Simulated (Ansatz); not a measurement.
# GeCN (quartet): wave-function methods side by side at a displaced geometry (v1), cc-pVDZ

The task here is to estimate one member of a computed series from the others.

The runs use Ansatz 0.2.0, Gaussian basis; cc-pVDZ, core rule «outside noble gas», up to 16 orbitals frozen.

To be run: UHF; CCSD(T) on ROHF; CCSD(T) on UHF; BCCD(T) on ROHF; CISD as a restricted active space (open shells left free, so some higher excitations enter); CCSDT(Q) on ROHF; CCSDT(Q) on UHF.

25 further runs of the same task are left out: 1 for a known fault of the program, 12 that didn't finish, 12 set aside as unsound or not needed. Runs told in other sessions of the task aren't counted.

### The system

The geometry is a PBE0/def2-TZVP stationary point (not a proven minimum) with its atoms shifted at random (size 0.040 Å). No spin-orbit coupling is included. The filled d shell of Ge may be among the frozen orbitals whatever the setting's name suggests.

3 atoms, charge 0, spin multiplicity 4.

Atoms are counted from 1 here; the program's logs count them from 0.

Bond lengths: C1–Ge2 1.821 Å, Ge2–N3 1.723 Å. Angles: C1–Ge2–N3 177.0°.

The first run:

in.yaml

```yaml
crystal:
  periodic: [false, false, false]
  atoms:
    - {symbol: C, position_ang: [-0.015433, -0.009008, 1.787840]}
    - {symbol: Ge, position_ang: [-0.016266, -0.025151, -0.033313]}
    - {symbol: N, position_ang: [0.031698, 0.034159, -1.754527]}
basis:
  gaussian: {orbitals: cc-pVDZ}
magnetization: {spin_polarized: true, initial_magnetization: 3}
hamiltonian: {xc: hf}
output: {orbitals: {seedname: orbitals}}
```

The run is started by

```console
> ansatz run in.yaml --threads 1 --pin off --events-out ev --progress --plain --max-ram 2393MiB
```

Among the steps run: UHF; CCSD(T) on ROHF; CCSD(T) on UHF; BCCD(T) on ROHF; CISD as a restricted active space (open shells left free, so some higher excitations enter); CCSDT(Q) on ROHF; CCSDT(Q) on UHF.

One table of the session follows, with a row left open; its other results are not shown here.

| method | from RCCSDT(Q) (meV) |
| --- | --- |
| UHF | +9139.8 |
| RMP2 | +1011.2 |
| UMP2 | ? |
| RCCSD | +886.4 |
| UCCSD | +737.0 |
| RCCSD(T) | +147.2 |
| UCCSD(T) | +219.8 |
| BCCD(T) | +170.4 |
| RCCSDT | +106.7 |
| UCCSDT | +94.8 |
| RCCSDT(Q) | 0 |
| UCCSDT(Q) | -12.9 |

**Question.** Estimate the row for UMP2.

As computed: from RCCSDT(Q) (meV): +2576.6. In the column «from RCCSDT(Q) (meV)» it lies between RMP2 (+1011.2) and UHF (+9139.8).

Not comparable, so not listed: CISD as a restricted active space (open shells left free, so some higher excitations enter) (they don't share determinant, frozen orbitals or solution with the rows shown, or repeat one).

Limits of these values: The determinant of HF (⟨S²⟩ 4.90) is far from a pure spin state, so its energy mixes those of several spin states; that is harmless only where they are near-degenerate. The determinant of CCSD(T) (⟨S²⟩ 4.90) is far from a pure spin state, so its energy mixes those of several spin states; high orders of coupled cluster remove much of that, low ones don't. The determinant of CCSDT(Q) (⟨S²⟩ 4.90) is far from a pure spin state, so its energy mixes those of several spin states; high orders of coupled cluster remove much of that, low ones don't. Left out of the table: ROHF (another determinant or state than the rows shown). Warnings: spin contamination; coupled cluster took another determinant than the lowest; large T1 diagnostic. Restricted and unrestricted rows rest on different reference determinants; a gap between their highest levels can come from leftover correlation error, from unlike frozen cores or from another state.
